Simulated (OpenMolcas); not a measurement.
# Ce³⁺ among point charges: CASSCF and CASPT2 levels and susceptibility

How does a field of 6 point charges split the states of Ce³⁺, and what χT follows?

Program: OpenMolcas 26.06. Level of theory: state-averaged CASSCF and CASPT2, spin-orbit coupling by RASSI with atomic mean-field integrals. These are calculated values, not measurements, unless marked.

## (1) The atom as given

| Quantity | Value |
| --- | --- |
| Species | Ce³⁺ (cerium, Z = 58, 55 electrons) |
| Basis | ANO-RCC-VDZP [7s6p4d2f1g], 68 functions |
| Scalar Hamiltonian | DKH2, point nucleus |
| Inactive shells | 1s 2s 2p 3s 3p 3d 4s 4p 4d 5s 5p |
| Active space | 1 electron in 7 orbitals (4f) |
| Some configurations of this space | 4f |
| Orbitals | optimised for the highest spin of each parity, averaged over all roots |

The outer shells:

4f
```
4f [↑ ][  ][  ][  ][  ][  ][  ]
```

The ion sits among 6 point charges of -1.5 e arranged as an octahedron (Oh), 2.58 Å from the ion.

The work runs as a chain of OpenMolcas steps in one folder; each step below is one input file. Labels, J, g values, rates, χT and fits are worked out afterwards by a script from the matrices that RASSI stores. The input lists half of the charges; inversion (Group=XYZ) makes the rest.

## (2) Basis and integrals

Input file a.inp:

```
&GATEWAY
Coord
1

Ce 0.0 0.0 0.0
Basis=ANO-RCC-VDZP
Group=XYZ
NoMove
AngMom=0.0 0.0 0.0
AMFI
XField
3 Angstrom 0
2.580000 0.000000 0.000000 -1.500000
0.000000 2.580000 0.000000 -1.500000
0.000000 0.000000 2.580000 -1.500000
&SEWARD
```

The run is started by

```
> OMP_NUM_THREADS=1 MOLCAS_MEM=2252 MOLCAS_PROJECT=a pymolcas a.inp > a.log
```

## (3) CASSCF: doublets of odd parity, 7 roots

Input file a.inp:

```
&RASSCF
FileOrb=start.orb
Symmetry=2
Spin=2
nActEl=1 0 0
Inactive=15 12
Ras2=0 7
CIRoot=7 7 1
SDav=7
CIMx=300
Iter=120 100
PrWF=0.3
OrbListing=Nothing
MaxOrb=0
>>> COPY $Project.JobIph JOB001
```

start.orb holds the contracted functions of the basis, ordered by shell, or the orbitals of the step before.

## (4) State interaction with spin-orbit coupling

Input file a.inp:

```
&RASSI
NrOfJobIphs=1 7
1 2 3 4 5 6 7
IphNames
JOB001
EJob
SpinOrbit
DIPRint=1.0
SOCoupling=1000.0
Subsets=2
Property=9
'ANGMOM' 1 'ANGMOM' 2 'ANGMOM' 3 'MLTPL  1' 1 'MLTPL  1' 2 'MLTPL  1' 3
'AMFI' 1 'AMFI' 2 'AMFI' 3
SOProperty=3
'ANGMOM' 1 'ANGMOM' 2 'ANGMOM' 3
```

## (5) CASPT2: IPEA 0.25, imaginary shift 0.1 (closed shells correlated: 5s 5p)

Input file a.inp:

```
>>> COPY JOB001 $Project.JobIph
&CASPT2
Multistate=7 1 2 3 4 5 6 7
NoMult
Frozen=14 9
IPEA=0.25
Imaginary=0.1
MaxIter=60
WThr=0.0 0.3 0.05
PrWF=0.5
NoMix
```

(Steps that only read results are left out.)

**Question.** What will these runs give? Wanted: spin-free ground state; first state of the same spin within the active space; lowest level; next level.

As calculated:

```
                                            quantity                                                                        value
                                              method  SS-CASPT2, IPEA 0.25, imaginary shift 0.1 (closed shells correlated: 5s 5p)
                              spin-free ground state                                              2A2, 1-fold in its orbital part
first state of the same spin within the active space                                                              2T2 at 274 cm⁻¹
                                        lowest level                                              2-fold Γ7, g = 1.34, 1.34, 1.34
                                          next level                                                                   455.5 cm⁻¹
                                         χT at 300 K                                                               0.64 cm³ K/mol
                           effective moment at 300 K                                                                      2.27 μB
```

Cost by method:

| method | time of its own steps | time with the reference |
| --- | --- | --- |
| A. CASSCF | 2.3 s | 2.3 s |
| B. SS-CASPT2, IPEA 0.25, imaginary shift 0.1, +5s 5p | 1.4 s | 3.7 s |

Times are of one thread on a shared host.

In words: The spin-free ground state (2A2) comes to 100 % from free-ion F terms and keeps the highest spin of the shell. CASPT2 does not keep the components of a term degenerate, and the means are used. Point charges carry no covalency, so the field is a model and not that of real ligands.
